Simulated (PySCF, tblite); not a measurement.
# C₁₈H₁₅S+: electronic excitations, NMR shifts

Aim: compute the electronic excitations, NMR shifts of C₁₈H₁₅S+ (`c1ccc([S+](c2ccccc2)c2ccccc2)cc1`).

Computed with tblite 0.8.0 and PySCF 2.14.0 and routines of our own; the level stands in each step. Atoms count from 0.

## 1. The system as given

34 atoms, charge 1, multiplicity 1; geometry from: force field, distance geometry or constructed start.

## 2. Geometry optimisation with GFN2-xTB

Job settings and geometry (Å):

```
{"job": {"kind": "relax", "xc": "GFN2-xTB", "basis": "xTB"}, "charge": 1, "multiplicity": 1}
C     -2.767800    -2.272500    -2.166000
C     -2.573100    -2.920400    -0.959300
C     -1.891000    -2.275400     0.085400
C     -1.409100    -0.962000    -0.081200
S     -0.574300    -0.246600     1.357100
C      1.110100    -0.813400     1.049200
C      2.028600    -0.625500     2.097000
C      3.360600    -1.038100     1.981100
C      3.791900    -1.656700     0.807800
C      2.889400    -1.856400    -0.236200
C      1.559500    -1.442000    -0.118500
C     -0.434500     1.466000     0.803900
C      0.667400     2.019800     0.145400
C      0.682700     3.368500    -0.229900
C     -0.409700     4.191100     0.069300
C     -1.509000     3.656500     0.742900
C     -1.515700     2.310100     1.104700
C     -1.630000    -0.323900    -1.298400
C     -2.304700    -0.968900    -2.333600
H     -3.295300    -2.771300    -2.970100
H     -2.938800    -3.932200    -0.807900
H     -1.750100    -2.797200     1.025700
H      1.711900    -0.146400     3.031500
H      4.046100    -0.888800     2.800300
H      4.822200    -1.977000     0.712100
H      3.218600    -2.340200    -1.150500
H      0.902600    -1.616800    -0.959700
H      1.541000     1.424600    -0.112100
H      1.544300     3.780900    -0.746400
H     -0.394800     5.234900    -0.213000
H     -2.354500     4.288900     0.974100
H     -2.386000     1.913500     1.627500
H     -1.283900     0.691400    -1.482200
H     -2.462700    -0.457000    -3.276300
```

Started as:

```sh
$ OMP_NUM_THREADS=1 python large_run.py task.json out
```

The driver reads the jobs from task.json and runs them one after another.

Standard output:

```text
step      E/eV     max force
  0   -1332.32178    1.426
  1   -1332.42674    0.846
  2   -1332.48194    0.651
  3   -1332.49944    0.372
  4   -1332.50683    0.127
  5   -1332.51040    0.094
  6   -1332.51366    0.130
  7   -1332.51594    0.145
  8   -1332.51736    0.093
  9   -1332.51826    0.052
 10   -1332.51897    0.056
 11   -1332.51958    0.056
 12   -1332.52018    0.048
 13   -1332.52074    0.049
 14   -1332.52123    0.039
 15   -1332.52166    0.040
 16   -1332.52202    0.035
 17   -1332.52227    0.022
 18   -1332.52243    0.020
 19   -1332.52255    0.020
 20   -1332.52265    0.019
```

Run time: 0.74 s. Hardware: 1 thread of Arm Neoverse N1, shared host; peak memory 0.18 GiB.

The steps of the relaxation:

| step | energy from step 0 (eV) | largest force (eV/Å) |
| --- | --- | --- |
| 0 | 0.0000 | 1.4260 |
| 1 | -0.1050 | 0.8457 |
| 2 | -0.1602 | 0.6511 |
| 3 | -0.1777 | 0.3717 |
| 4 | -0.1851 | 0.1278 |
| 5 | -0.1886 | 0.0948 |
| 6 | -0.1919 | 0.1296 |
| 7 | -0.1942 | 0.1444 |
| 8 | -0.1956 | 0.0931 |
| 9 | -0.1965 | 0.0526 |
| 10 | -0.1972 | 0.0560 |
| 11 | -0.1978 | 0.0563 |
| 12 | -0.1984 | 0.0475 |
| 13 | -0.1990 | 0.0497 |
| 14 | -0.1995 | 0.0393 |
| 15 | -0.1999 | 0.0399 |
| 16 | -0.2002 | 0.0354 |
| 17 | -0.2005 | 0.0224 |
| 18 | -0.2006 | 0.0203 |
| 19 | -0.2008 | 0.0206 |
| 20 | -0.2009 | 0.0185 |

Distances of close pairs at the start and the end, largest changes first:

| bond | before (Å) | after (Å) | change (Å) |
| --- | --- | --- | --- |
| C2–C3 | 1.409 | 1.387 | -0.022 |
| C1–C2 | 1.405 | 1.384 | -0.020 |
| C5–C6 | 1.406 | 1.387 | -0.019 |
| C6–H22 | 1.097 | 1.079 | -0.018 |
| C11–C16 | 1.404 | 1.387 | -0.017 |
| C5–C10 | 1.400 | 1.385 | -0.016 |
| C6–C7 | 1.399 | 1.384 | -0.015 |
| C12–C13 | 1.400 | 1.386 | -0.014 |

The next job starts from the end point, and lists it.

## 3. Electronic excitations: TDA PBE0/def2-SVP

Job settings and geometry (Å):

```
{"job": {"kind": "uv", "basis": "def2-SVP", "grid": 1, "kgrid": 0, "vcut": 1.5, "nstates": 6, "ntriplets": 2, "tda": true, "delta": [], "pop": true, "xc": "PBE0"}, "charge": 1, "multiplicity": 1}
C     -2.759317    -2.257240    -2.144197
C     -2.557158    -2.910039    -0.938141
C     -1.884012    -2.272928     0.090081
C     -1.411009    -0.984853    -0.113949
S     -0.542107    -0.231103     1.280617
C      1.153136    -0.809769     1.035661
C      2.021394    -0.614525     2.099851
C      3.335151    -1.033323     1.978043
C      3.762134    -1.647388     0.810849
C      2.878040    -1.848833    -0.236775
C      1.561049    -1.430771    -0.132629
C     -0.434005     1.501474     0.775355
C      0.674499     2.013795     0.122957
C      0.678486     3.355078    -0.224897
C     -0.407340     4.160723     0.077984
C     -1.505123     3.634617     0.741157
C     -1.522477     2.297863     1.100090
C     -1.613858    -0.315190    -1.308583
C     -2.294010    -0.964872    -2.326162
H     -3.286914    -2.754132    -2.942546
H     -2.928009    -3.911867    -0.792703
H     -1.723493    -2.768447     1.035241
H      1.675197    -0.139267     3.004914
H      4.020239    -0.885627     2.797190
H      4.784799    -1.976599     0.719788
H      3.206987    -2.335871    -1.140977
H      0.872872    -1.589769    -0.948806
H      1.521532     1.387442    -0.112296
H      1.537489     3.766258    -0.730859
H     -0.394565     5.202991    -0.197675
H     -2.345448     4.263727     0.986620
H     -2.369177     1.876881     1.620314
H     -1.252954     0.692025    -1.451186
H     -2.460096    -0.452710    -3.260560
```

With the program's defaults for keys left out, this is: TDA PBE0/def2-SVP, vertical, gas phase, core orbitals frozen in the response, virtual orbitals cut by energy.

Standard output:

```text
start: PBE on a coarse grid of 28835 points
cycle   1  E = -1090.8051975624  dE =  3.068e+00  |g| = 8.112e-01  |ddm| = 8.437e+00
cycle   2  E = -1090.0040720633  dE =  8.011e-01  |g| = 1.867e+00  |ddm| = 4.136e+00
cycle   3  E = -1090.9448644359  dE = -9.408e-01  |g| = 4.163e-01  |ddm| = 3.486e+00
cycle   4  E = -1090.9914606048  dE = -4.660e-02  |g| = 1.669e-01  |ddm| = 7.645e-01
cycle   5  E = -1090.9988354941  dE = -7.375e-03  |g| = 5.331e-02  |ddm| = 2.611e-01
cycle   6  E = -1090.9995818306  dE = -7.463e-04  |g| = 1.846e-02  |ddm| = 1.039e-01
cycle   7  E = -1090.9996637260  dE = -8.190e-05  |g| = 6.950e-03  |ddm| = 3.022e-02
final grid: 124755 points
cycle   8  E = -1091.2991780710  dE = -8.728e-03  |g| = 4.346e-02  |ddm| = 1.280e+00
cycle   9  E = -1091.2991030702  dE =  7.500e-05  |g| = 4.781e-02  |ddm| = 1.220e-01
cycle  10  E = -1091.2997138809  dE = -6.108e-04  |g| = 1.236e-02  |ddm| = 7.185e-02
cycle  11  E = -1091.2997559649  dE = -4.208e-05  |g| = 3.806e-03  |ddm| = 1.837e-02
cycle  12  E = -1091.2997589636  dE = -2.999e-06  |g| = 1.161e-03  |ddm| = 7.122e-03
cycle  13  E = -1091.2997613416  dE = -2.378e-06  |g| = 5.582e-04  |ddm| = 2.597e-03
cycle  14  E = -1091.2997589860  dE =  2.356e-06  |g| = 1.559e-04  |ddm| = 1.019e-03
cycle  15  E = -1091.2997598026  dE = -8.166e-07  |g| = 2.014e-05  |ddm| = 3.028e-04
converged SCF energy = -1091.2997598026

Static polarisability (au): isotropic 197.053, principal 154.297 218.398 218.466

Singlet excitations
state   eV       nm        f      main configurations
  1   5.2710    235.2   0.01068   H-1->L 0.34, H-2->L+1 0.33, H->L+2 0.17
  2   5.2832    234.7   0.09365   H->L 0.84
  3   5.2842    234.6   0.09377   H->L+1 0.84
  4   5.3605    231.3   0.00496   H-2->L+1 0.25, H-1->L 0.25, H-2->L 0.12
  5   5.3607    231.3   0.00501   H-2->L 0.26, H-1->L+1 0.25, H-2->L+1 0.12
  6   5.3974    229.7   0.00070   H-1->L+1 0.45, H-2->L 0.44

Triplet excitations (Tamm-Dancoff, eV): 4.0664 4.0667
```

Wall time 1.7 min (1 thread of Arm Neoverse N1, shared host); peak memory 0.65 GiB.

The orbitals next to the gap, with their largest atomic shares:

| orbital | eV | atoms |
| --- | --- | --- |
| HOMO−4 | -11.47 | C14 18 %, C11 16 %, C8 13 % |
| HOMO−3 | -11.33 | C17 10 %, C10 10 %, C12 10 % |
| HOMO−2 | -11.08 | C1 14 %, C17 14 %, C16 13 % |
| HOMO−1 | -11.08 | C10 16 %, C7 16 %, C6 15 % |
| HOMO | -10.96 | C14 10 %, C8 10 %, C0 10 % |
| LUMO | -4.80 | S4 16 %, C5 13 %, C8 12 % |
| LUMO+1 | -4.80 | S4 16 %, C14 14 %, C3 11 % |
| LUMO+2 | -4.28 | C18 10 %, C9 10 %, C13 10 % |
| LUMO+3 | -4.10 | C5 9 %, C3 9 %, C11 9 % |

With each of the 6 states as a Gaussian band of 0.4 eV half-width at 1/e, the curve within the window shown has maxima at 235 nm (ε 8,400) L/(mol cm). Beyond the last state computed it falls off for lack of states. The curve at chosen wavelengths:

(nm, ε (L/mol/cm)): (218, 2957), (220, 3791), (222, 4682), (224, 5583), (226, 6438), (227, 6831), (229, 7515), (231, 8028), (233, 8340), (235, 8436), (237, 8321), (239, 8013), (241, 7542), (242, 7257), (244, 6615), (246, 5910), (248, 5180), (250, 4459), (252, 3773), (254, 3141), (256, 2574), (257, 2318), (259, 1859), (261, 1470), (263, 1148), (265, 886)

Ground-state properties from the same run:

| property | computed |
| --- | --- |
| polarisability (Å³) | 29.20 |
| HOMO–LUMO gap (eV) | 6.16 |
| −ε(HOMO) (eV) | 10.96 |

## 4. NMR shifts: GIAO KT3/pcSseg-1

Settings changed since step 3:

```diff
@@ -1,2 +1,2 @@
-{"job": {"kind": "uv", "basis": "def2-SVP", "grid": 1, "kgrid": 0, "vcut": 1.5, "nstates": 6, "ntriplets": 2, "tda": true, "delta": [], "pop": true, "xc": "PBE0"}, "charge": 1, "multiplicity": 1}
+{"job": {"kind": "nmr", "xc": "KT3", "basis": "pcSseg-1", "pop": false}, "charge": 1, "multiplicity": 1}
 C     -2.759317    -2.257240    -2.144197
```

Level: GIAO KT3/pcSseg-1 NMR shielding, non-relativistic, gas phase.

Standard output:

```text
start: PBE on a coarse grid of 28835 points
cycle   1  E = -1091.3544211501  dE =  3.228e+00  |g| = 8.685e-01  |ddm| = 6.389e+00
cycle   2  E = -1090.4928091441  dE =  8.616e-01  |g| = 1.970e+00  |ddm| = 4.071e+00
cycle   3  E = -1091.4984924127  dE = -1.006e+00  |g| = 4.535e-01  |ddm| = 3.555e+00
cycle   4  E = -1091.5532875819  dE = -5.480e-02  |g| = 1.792e-01  |ddm| = 7.764e-01
cycle   5  E = -1091.5615100879  dE = -8.223e-03  |g| = 5.960e-02  |ddm| = 2.503e-01
cycle   6  E = -1091.5623707864  dE = -8.607e-04  |g| = 1.959e-02  |ddm| = 9.956e-02
cycle   7  E = -1091.5624549254  dE = -8.414e-05  |g| = 8.721e-03  |ddm| = 2.847e-02
final grid: 263482 points
cycle   8  E = -1107.1691812743  dE = -4.774e-02  |g| = 1.305e-01  |ddm| = 1.223e+00
cycle   9  E = -1107.1675912177  dE =  1.590e-03  |g| = 1.116e-01  |ddm| = 2.726e-01
cycle  10  E = -1107.1684536793  dE = -8.625e-04  |g| = 8.061e-02  |ddm| = 2.561e-01
cycle  11  E = -1107.1703646429  dE = -1.911e-03  |g| = 2.019e-02  |ddm| = 1.226e-01
cycle  12  E = -1107.1704735196  dE = -1.089e-04  |g| = 3.259e-03  |ddm| = 2.414e-02
cycle  13  E = -1107.1704794587  dE = -5.939e-06  |g| = 1.397e-03  |ddm| = 5.483e-03
cycle  14  E = -1107.1704774408  dE =  2.018e-06  |g| = 5.004e-04  |ddm| = 2.606e-03
cycle  15  E = -1107.1704788832  dE = -1.442e-06  |g| = 1.211e-04  |ddm| = 7.087e-04
cycle  16  E = -1107.1704790626  dE = -1.793e-07  |g| = 3.236e-05  |ddm| = 1.781e-04
converged SCF energy = -1107.1704790626

GIAO shielding tensors (ppm)
atom      isotropic    diamagn.    paramagn.     s11        s22        s33       span
  0 C       54.464     252.459    -197.996    -45.741     31.964    177.169    222.909
  1 C       57.613     252.965    -195.353    -40.629     40.771    172.696    213.325
  2 C       59.323     249.191    -189.868    -36.456     48.815    165.610    202.066
  3 C       62.526     268.774    -206.248    -18.123     78.276    127.425    145.548
  4 S      350.972    1065.718    -714.746    300.336    376.251    376.327     75.991
  5 C       62.485     268.739    -206.254    -18.148     78.246    127.355    145.503
  6 C       59.345     249.138    -189.793    -36.404     48.818    165.622    202.026
  7 C       57.614     252.926    -195.313    -40.632     40.778    172.695    213.327
  8 C       54.467     252.482    -198.014    -45.740     31.972    177.170    222.911
  9 C       57.431     252.233    -194.802    -41.845     41.861    172.277    214.122
 10 C       61.649     254.505    -192.856    -33.281     41.479    176.748    210.029
 11 C       62.481     268.769    -206.288    -18.135     78.211    127.368    145.503
 12 C       61.641     254.475    -192.834    -33.287     41.475    176.735    210.022
 13 C       57.435     252.244    -194.808    -41.852     41.872    172.286    214.138
 14 C       54.467     252.441    -197.974    -45.742     31.967    177.176    222.918
 15 C       57.623     252.959    -195.336    -40.620     40.786    172.704    213.325
 16 C       59.343     249.173    -189.830    -36.410     48.829    165.609    202.019
 17 C       61.647     254.501    -192.854    -33.284     41.477    176.747    210.031
 18 C       57.421     252.276    -194.855    -41.873     41.854    172.281    214.154
 19 H       23.706      27.547      -3.841     20.414     24.936     25.768      5.354
 20 H       23.747      28.098      -4.351     20.212     24.215     26.812      6.600
 21 H       24.089      33.272      -9.183     19.816     22.160     30.292     10.476
 22 H       24.089      33.241      -9.152     19.815     22.162     30.290     10.474
 23 H       23.749      28.049      -4.301     20.215     24.218     26.813      6.598
 24 H       23.707      27.503      -3.795     20.416     24.937     25.769      5.353
 25 H       23.930      31.156      -7.226     20.031     23.679     28.081      8.051
 26 H       25.184      36.703     -11.518     19.127     23.139     33.288     14.162
 27 H       25.181      36.695     -11.514     19.128     23.135     33.279     14.151
 28 H       23.930      31.134      -7.204     20.033     23.677     28.080      8.047
 29 H       23.708      27.508      -3.801     20.417     24.936     25.771      5.354
 30 H       23.748      28.084      -4.336     20.213     24.218     26.813      6.600
 31 H       24.088      33.267      -9.178     19.814     22.162     30.288     10.474
 32 H       25.180      36.733     -11.553     19.125     23.135     33.279     14.154
 33 H       23.929      31.175      -7.246     20.031     23.675     28.079      8.048
```

It took 82 s on 1 thread of Arm Neoverse N1, shared host; peak memory 0.6 GiB.

Shifts follow as δ = σ(reference) − σ, with reference shieldings (ppm) from runs at the same level and on the same kind of geometry: 1H TMS 31.76, 13C TMS 184.7. The references are single molecules in the gas phase. Atoms listed in one row are averaged.

| atoms | environment | σ (ppm) | δ (ppm) |
| --- | --- | --- | --- |
| C0, C8, C14 | aromatic CH | 54.5 | 130.3 |
| C1, C7, C9, C13, C15, C18 | aromatic CH | 57.5 | 127.2 |
| C2, C6, C10, C12, C16, C17 | aromatic CH | 60.5 | 124.2 |
| C3, C5, C11 | aromatic carbon bearing sulfur | 62.5 | 122.2 |
| H19, H24, H29 | hydrogen on an aromatic CH | 23.71 | 8.05 |
| H20, H23, H25, H28, H30, H33 | hydrogen on an aromatic CH | 23.84 | 7.92 |
| H21, H22, H26, H27, H31, H32 | hydrogen on an aromatic CH | 24.64 | 7.12 |
| S4 | sulfur bonded to 3 C | 351 | – |

Ring of atoms C0, C1, C2, C3, C17, C18: NICS(0) -8.4, NICS(1) -10.4, NICS(1)zz -27.4 ppm (means of both faces).

## 5. Outcome

| quantity | value |
| --- | --- |
| lowest singlet (PBE0/def2-SVP) | 5.27 eV (235 nm), f = 0.011 |
| brightest single state of those computed | state 3, 5.28 eV, f = 0.094 |
| lowest triplet | 4.07 eV |
| 13C shifts against TMS (KT3/pcSseg-1, means over atoms taken as alike) | 130.3, 127.2, 124.2, 122.2 ppm |
| 1H shifts against TMS (KT3/pcSseg-1, means over atoms taken as alike) | 8.05, 7.92, 7.12 ppm |
| shieldings of S (KT3/pcSseg-1) | S4 351.0 ppm |

The first singlet state (HOMO−1→LUMO 0.34, HOMO−2→LUMO+1 0.33) lies at 5.27 eV and is weak; of the 6 states computed, the strongest absorption comes from states 1 to 3 together at 5.28 eV. The lowest triplet lies 1.20 eV below the lowest singlet. NICS(1)zz of -27 ppm above the planar ring from C0 marks a diatropic (aromatic) ring current.
